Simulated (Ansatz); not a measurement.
# CaC2: the cost of one run

Computed with Ansatz 0.2.0 (DFT r2SCAN, scalar-relativistic, plane waves, PAW, unless a step's input says otherwise).

2 further runs of the same task are left out: 2 set aside as unsound or not needed.

## (1) Starting point

The structure is trigonal, space group R-3m (No. 166). The conventional cell has a = 3.861 Å, b = 3.861 Å, c = 11.782 Å, α = 90.00°, β = 90.00°, γ = 120.00°. Ca (site symmetry -3m) is surrounded by 6 C at 2.60 Å. C (site symmetry 3m) has 1 C at 1.25 Å as nearest neighbours.

As a file:

```cif
data_structure
_symmetry_space_group_name_H-M 'R-3m:H'
_symmetry_Int_Tables_number 166
_cell_length_a 3.8615
_cell_length_b 3.8615
_cell_length_c 11.7818
_cell_angle_alpha 90.000
_cell_angle_beta 90.000
_cell_angle_gamma 120.000
_cell_volume 152.14
loop_
_atom_site_label
_atom_site_type_symbol
_atom_site_symmetry_multiplicity
_atom_site_Wyckoff_symbol
_atom_site_fract_x
_atom_site_fract_y
_atom_site_fract_z
_atom_site_occupancy
Ca1 Ca 3 a 0.00000 0.00000 0.00000 1
C1 C 6 c 0.66667 0.33333 0.88619 1
```

It goes back to an entry of the Materials Project, which need not be the stable form.

This cell was relaxed beforehand with the same method: volume 16.90 Å³/atom, gap on the mesh 3.10 eV.

## (2) The undisturbed cell

The input, input.yaml:

```yaml
crystal:
  lattice:
    - [1.9307387384, 1.1147125303, 3.9272800703]
    - [-1.9307387384, 1.1147125303, 3.9272800703]
    - [0.0, -2.2294250607, 3.9272800703]
  atoms:
    - { symbol: Ca, position: [0.0, 0.0, 0.0] }
    - { symbol: C, position: [0.5528592393, 0.5528592393, 0.5528592393] }
    - { symbol: C, position: [0.4471407607, 0.4471407607, 0.4471407607] }
basis:
  ecutwfc: 500
kpoints:
  mp_grid: { grid: [6, 6, 6] }
hamiltonian:
  xc: r2scan
scf:
  occupations: { method: gaussian, width: 0.05 }
output:
  forces: true
  stress: true
  eigenvalues: true
  write_density: true
  write_potential: true
  elf: true
  volumetric_format: npy
```

Command:

```console
> ansatz run input.yaml --threads 1 --pin off --max-ram 2560MiB --backend cpu --events-out ev --progress --plain --runs-dir out
```

What time and memory should one allow on 1 thread of Arm Neoverse V1, shared host?

About 5.7 s, with a peak of 0.49 GiB.
